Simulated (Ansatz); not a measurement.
# GeH2W8C8: the cost of one run

Method: DFT PBE, plane waves, PAW, scalar-relativistic, no spin polarisation, in Ansatz 0.2.0.

The COD cell was measured well above room temperature, so it is larger than a cold one.

### Step 1. The system as given

The cell holds 19 atoms (C8H2GeW8): a = 5.696 Å, b = 5.696 Å, c = 16.196 Å, α = 90.00°, β = 90.00°, γ = 120.00°.

As a file:

```xyz
19
Lattice="5.6955 0.0000 0.0000 -2.8478 4.9325 0.0000 0.0000 0.0000 16.1959" Properties=species:S:1:pos:R:3 pbc="T T T"
W     0.0000    0.0000    1.0000
C     1.4239    0.8221    2.3986
W     0.0000    0.0000    3.7973
C     1.4239    0.8221    5.1959
W    -1.4239    2.4662    1.0000
C     0.0000    3.2883    2.3986
W    -1.4239    2.4662    3.7973
C     0.0000    3.2883    5.1959
W     2.8478    0.0000    1.0000
C     4.2717    0.8221    2.3986
W     2.8478    0.0000    3.7973
C     4.2717    0.8221    5.1959
W     1.4239    2.4662    1.0000
C     2.8478    3.2883    2.3986
W     1.4239    2.4662    3.7973
C     2.8478    3.2883    5.1959
Ge   -1.3455    2.3418    6.6859
H    -0.0735    2.3570    7.6399
H    -2.6174    2.3266    7.6399
```

### Step 2. Relaxing end A

input.yaml

```yaml
crystal:
  lattice:
    - [5.69554, 0.0, 0.0]
    - [-2.84777, 4.932482, 0.0]
    - [0.0, 0.0, 16.195905]
  atoms:
    - { symbol: W, position: [0.0, 0.0, 0.061744] }
    - { symbol: C, position: [0.3333333, 0.1666667, 0.1481013] }
    - { symbol: W, position: [0.0, 0.0, 0.2344586] }
    - { symbol: C, position: [0.3333333, 0.1666667, 0.320816] }
    - { symbol: W, position: [0.0, 0.5, 0.061744] }
    - { symbol: C, position: [0.3333333, 0.6666667, 0.1481013] }
    - { symbol: W, position: [0.0, 0.5, 0.2344586] }
    - { symbol: C, position: [0.3333333, 0.6666667, 0.320816] }
    - { symbol: W, position: [0.5, 0.0, 0.061744] }
    - { symbol: C, position: [0.8333333, 0.1666667, 0.1481013] }
    - { symbol: W, position: [0.5, 0.0, 0.2344586] }
    - { symbol: C, position: [0.8333333, 0.1666667, 0.320816] }
    - { symbol: W, position: [0.5, 0.5, 0.061744] }
    - { symbol: C, position: [0.8333333, 0.6666667, 0.1481013] }
    - { symbol: W, position: [0.5, 0.5, 0.2344586] }
    - { symbol: C, position: [0.8333333, 0.6666667, 0.320816] }
    - { symbol: Ge, position: [0.0011548, 0.4747676, 0.4128145] }
    - { symbol: H, position: [0.2260125, 0.4778497, 0.4717183] }
    - { symbol: H, position: [-0.223703, 0.4716855, 0.4717183] }
basis:
  ecutwfc: 420.0
kpoints:
  mp_grid: { grid: [4, 4, 1] }
hamiltonian:
  xc: pbe
  pseudopotentials: { kind: paw, azcp: { folder: soft_1 } }
scf:
  occupations: { method: gaussian, width: 0.05 }
  lower_state_search: "off"
relax:
  f_tol: 0.03
  max_steps: 60
  adjacent_minimum: "off"
  constraints: [{ sites: [0, 4, 8, 12] }]
```

Run with:

```
$ ansatz run input.yaml --threads 4 --pin off --max-ram 10240MiB --backend cpu --events-out ev --progress --plain --runs-dir out
```

Q: Estimate wall time and peak memory on 4 threads of Arm Neoverse V2, shared host.

About 80 s, with a peak of 1.3 GiB.
